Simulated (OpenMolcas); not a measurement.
# Te⁺: RASSCF and RASPT2 terms and fine-structure levels

Wanted: the level scheme of Te⁺ from active-space wave functions, then second-order correlation under several settings.

Method: state-averaged RASSCF and RASPT2, spin-orbit coupling by RASSI with atomic mean-field integrals. Code: OpenMolcas 26.06.

### 1 The atom as given

| Quantity | Value |
| --- | --- |
| Species | Te⁺ (tellurium, Z = 52, 51 electrons) |
| Basis | ANO-RCC-VQZP [8s7p5d3f2g], 93 functions |
| Scalar Hamiltonian | DKH2, point nucleus |
| Inactive shells | 1s 2s 2p 3s 3p 3d 4s 4p 4d |
| Active space | 5 electrons in 9 orbitals (RAS2 5s 5p; RAS3 5d, at most 2 electrons) |
| Some configurations of this space | 5p5, 5s 5p4, 5s2 5p3 |
| Orbitals | optimised for each spin and parity, averaged over the low roots |

Outer shells as boxes (Hund's rule):

5p5
```
5p [↑↓][↑↓][↑ ]
```

5s 5p4
```
5s [↑ ]
5p [↑↓][↑ ][↑ ]
```

5s2 5p3
```
5s [↑↓]
5p [↑ ][↑ ][↑ ]
```

The work runs as a chain of OpenMolcas steps in one folder; each step below is one input file. Labels, J, g values, rates, χT and fits are worked out afterwards by a script from the matrices that RASSI stores.

### 2 One- and two-electron integrals

Contents of a.inp:

```
&GATEWAY
Coord
1

Te 0.0 0.0 0.0
Basis=ANO-RCC-VQZP
Group=XYZ
NoMove
AngMom=0.0 0.0 0.0
AMFI
&SEWARD
```

### 3 A small preliminary run for start orbitals

Contents of a.inp:

```
&RASSCF
FileOrb=start.orb
Symmetry=2
Spin=4
nActEl=5 0 0
Inactive=14 9
Ras2=1 3
CIRoot=1 1 1
SDav=1
CIMx=300
Iter=120 100
PrWF=0.3
OrbListing=Nothing
MaxOrb=0
Atom
>>> COPY $Project.JobIph JOBPRE
```

### 4 RASSCF: quartets of odd parity, 1 root

Contents of a.inp:

```
&RASSCF
FileOrb=start.orb
Symmetry=2
Spin=4
nActEl=5 0 2
Inactive=14 9
Ras2=1 3
Ras3=5 0
CIRoot=1 1 1
SDav=186
CIMx=300
Iter=120 100
PrWF=0.3
OrbListing=Nothing
MaxOrb=0
Thrs=2.0e-7 1.0e-1 5.0e-4
Atom
>>> COPY $Project.JobIph JOB001
```

### 5 Reference wave functions, doublets of odd parity, 8 roots

Contents of a.inp:

```
&RASSCF
FileOrb=start.orb
Symmetry=2
Spin=2
nActEl=5 0 2
Inactive=14 9
Ras2=1 3
Ras3=5 0
CIRoot=8 8 1
SDav=381
CIMx=300
Iter=120 100
PrWF=0.3
OrbListing=Nothing
MaxOrb=0
Thrs=2.0e-7 1.0e-1 5.0e-4
Atom
>>> COPY $Project.JobIph JOB002
```

### 6 RASSCF: quartets of even parity, 3 roots

Contents of a.inp:

```
&RASSCF
FileOrb=start.orb
Symmetry=1
Spin=4
nActEl=5 0 2
Inactive=14 9
Ras2=1 3
Ras3=5 0
CIRoot=3 3 1
SDav=198
CIMx=300
Iter=120 100
PrWF=0.3
OrbListing=Nothing
MaxOrb=0
Thrs=2.0e-7 1.0e-1 5.0e-4
Atom
>>> COPY $Project.JobIph JOB003
```

### 7 RASSCF: doublets of even parity, 8 roots

Contents of a.inp:

```
&RASSCF
FileOrb=start.orb
Symmetry=1
Spin=2
nActEl=5 0 2
Inactive=14 9
Ras2=1 3
Ras3=5 0
CIRoot=8 8 1
SDav=354
CIMx=300
Iter=120 100
PrWF=0.3
OrbListing=Nothing
MaxOrb=0
Thrs=2.0e-7 1.0e-1 5.0e-4
Atom
>>> COPY $Project.JobIph JOB004
```

### 8 RASSI: spin-orbit coupling between the states

Contents of a.inp:

```
&RASSI
NrOfJobIphs=4 1 8 3 8
1
1 2 3 4 5 6 7 8
1 2 3
1 2 3 4 5 6 7 8
IphNames
JOB001
JOB002
JOB003
JOB004
EJob
SpinOrbit
DIPRint=1.0
SOCoupling=1000.0
Subsets=2
MEES
Property=10
'ANGMOM' 1 'ANGMOM' 2 'ANGMOM' 3 'MLTPL  1' 1 'MLTPL  1' 2 'MLTPL  1' 3
'AMFI' 1 'AMFI' 2 'AMFI' 3 'MLTPL  2' 6
SOProperty=3
'ANGMOM' 1 'ANGMOM' 2 'ANGMOM' 3
```

### 9 CASPT2: IPEA 0.25, imaginary shift 0.1 (closed shells correlated: 4d)

Contents of a.inp:

```
>>> COPY JOB001 $Project.JobIph
&CASPT2
Multistate=1 1
Frozen=9 9
IPEA=0.25
Imaginary=0.1
MaxIter=60
WThr=0.0 0.3 0.05
PrWF=0.5
NoMix
>>> COPY JOB002 $Project.JobIph
&CASPT2
Multistate=8 1 2 3 4 5 6 7 8
Frozen=9 9
IPEA=0.25
Imaginary=0.1
MaxIter=60
WThr=0.0 0.3 0.05
PrWF=0.5
NoMix
>>> COPY JOB003 $Project.JobIph
&CASPT2
Multistate=3 1 2 3
Frozen=9 9
IPEA=0.25
Imaginary=0.1
MaxIter=60
WThr=0.0 0.3 0.05
PrWF=0.5
NoMix
>>> COPY JOB004 $Project.JobIph
&CASPT2
Multistate=8 1 2 3 4 5 6 7 8
Frozen=9 9
IPEA=0.25
Imaginary=0.1
MaxIter=60
WThr=0.0 0.3 0.05
PrWF=0.5
NoMix
```

### 10 CASPT2: IPEA 0.25, imaginary shift 0.1 (closed shells correlated: 4d), extended multistate

Changes to a.inp since step 9:

```diff
@@ -12,3 +12,3 @@
 &CASPT2
-Multistate=8 1 2 3 4 5 6 7 8
+XMultistate=8 1 2 3 4 5 6 7 8
 Frozen=9 9
@@ -22,3 +22,3 @@
 &CASPT2
-Multistate=3 1 2 3
+XMultistate=3 1 2 3
 Frozen=9 9
@@ -32,3 +32,3 @@
 &CASPT2
-Multistate=8 1 2 3 4 5 6 7 8
+XMultistate=8 1 2 3 4 5 6 7 8
 Frozen=9 9
```

(Steps that only read results are left out.)

Before running it: what results should come out? Wanted: lowest level; first excited level; spin-orbit lowering of the lowest level; strongest of the lines computed, by gA, at SS-RASPT2 energies.

The runs gave:

| quantity | value |
| --- | --- |
| method | SS-RASPT2, IPEA 0.25, imaginary shift 0.1 (closed shells correlated: 4d) |
| lowest level | 5s2 5p3 4S* 3/2, 95 % of that term, g = 1.966 |
| ground level listed by NIST | 4S°3/2 |
| first excited level | 5s2 5p3 2D* 3/2 at 10660 cm-1 |
| spin-orbit lowering of the lowest level | 880 cm-1 |
| strongest of the lines computed, by gA, at SS-RASPT2 energies | 5s 5p4 4P 5/2 → 5s2 5p3 4S* 3/2, 139.6 nm, A = 3.65e+07 s⁻¹ |

Cost and accuracy by method:

```tsv
method	time of its own steps	time with the reference	mean absolute difference from the measured levels (cm-1)
A. RASSCF	35 s	35 s	2800
B. SS-RASPT2, IPEA 0.25, imaginary shift 0.1, +4d	25 s	60 s	320
C. XMS-RASPT2, IPEA 0.25, imaginary shift 0.1, +4d	22 s	57 s	290
```

Times are of one thread on a shared host.

In words: Second-order correlation (method B) scales the levels of the lowest configuration above 5000 cm⁻¹ by 0.78 to 0.90. Method C lies closest to the measured levels (290 cm⁻¹ on average) and A farthest (2800). Only the configurations of the active space and the roots asked for are present. Not all states of the active space went into the spin-orbit step. CASPT2 does not keep the components of a term degenerate, and the means are used. The levels of the extra active shells were not computed. Levels of other configurations are missing from the list.
